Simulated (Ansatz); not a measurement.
**FH₄SiSn+ (SMILES F[SiH2][SnH2+]): single points off equilibrium**

The task here is to estimate one member of a computed series from the others.

The runs use Ansatz 0.2.0, Gaussian basis; single points in def2-TZVPP.

Cores are frozen in the correlated methods. Filled d shells of the heavier atoms are correlated. Core potentials replace the inner electrons past krypton, and spin-orbit coupling is left out. B3LYP uses VWN-RPA correlation.

**Starting geometry**

7 atoms, charge 1, spin multiplicity 1.

Atoms are counted from 1 here; the program's logs count them from 0.

Bond lengths: F1–Si2 1.499 Å, Si2–Sn3 2.807 Å, Si2–H4 1.482 Å, Si2–H5 1.453 Å, Sn3–H6 1.773 Å, Sn3–H7 1.771 Å. Angles: F1–Si2–Sn3 102.8°, F1–Si2–H4 109.8°, F1–Si2–H5 112.1°, Sn3–Si2–H4 99.0°, Sn3–Si2–H5 103.5°, H4–Si2–H5 125.8°, Si2–Sn3–H6 133.8°, Si2–Sn3–H7 127.1°, H6–Sn3–H7 98.9°.

Geometry (Å):

```xyz
7
charge 1, multiplicity 1
F    -1.9156   -1.1270    0.0052
Si   -1.1255   -0.1735   -0.8389
Sn    1.1385    0.3304    0.7426
H    -0.4732   -0.9068   -1.9498
H    -1.7647    1.1270   -0.9401
H     1.4319    1.3184    2.1851
H     2.7259   -0.4447    0.6122
```

The first run:

run/in.yaml

```yaml
crystal:
  periodic: [false, false, false]
  atoms:
    - {symbol: F, position_ang: [-1.915600, -1.127000, 0.005200]}
    - {symbol: Si, position_ang: [-1.125500, -0.173500, -0.838900]}
    - {symbol: Sn, position_ang: [1.138500, 0.330400, 0.742600]}
    - {symbol: H, position_ang: [-0.473200, -0.906800, -1.949800]}
    - {symbol: H, position_ang: [-1.764700, 1.127000, -0.940100]}
    - {symbol: H, position_ang: [1.431900, 1.318400, 2.185100]}
    - {symbol: H, position_ang: [2.725900, -0.444700, 0.612200]}
basis:
  gaussian: {orbitals: def2-TZVPP}
total_charge: 1
correlation: {method: ccsd_t}
output: {forces: true}
```

No record of the launch command was kept for these runs.

Steps of the session up to this table: CCSD(T)/def2-TZVPP; PBE0-D4/def2-TZVPP; wB97M-V/def2-TZVPP; r2SCAN-D4/def2-TZVPP; PBE-D4/def2-TZVPP; CAM-B3LYP-D4/def2-TZVPP; B3LYP-D4/def2-TZVPP.

One table of the session follows, with a row left open; its other results are not shown here.

| method | RMS force component (eV/Å) | angle to CCSD(T) forces (°) |
| --- | --- | --- |
| CCSD(T) | 1.183 | reference |
| PBE0-D4 | 1.136 | 3.1 |
| wB97M-V | 1.207 | 2.1 |
| r2SCAN-D4 | 1.155 | 3.1 |
| PBE-D4 | 1.306 | 9.6 |
| CAM-B3LYP-D4 | ? | ? |
| B3LYP-D4 | 1.185 | 4.5 |

Q: Estimate the row for CAM-B3LYP-D4 from the others.

The run gave: RMS force component (eV/Å): 1.142; angle to CCSD(T) forces (°): 1.2. In the column «RMS force component (eV/Å)» it lies between PBE0-D4 (1.136) and r2SCAN-D4 (1.155).
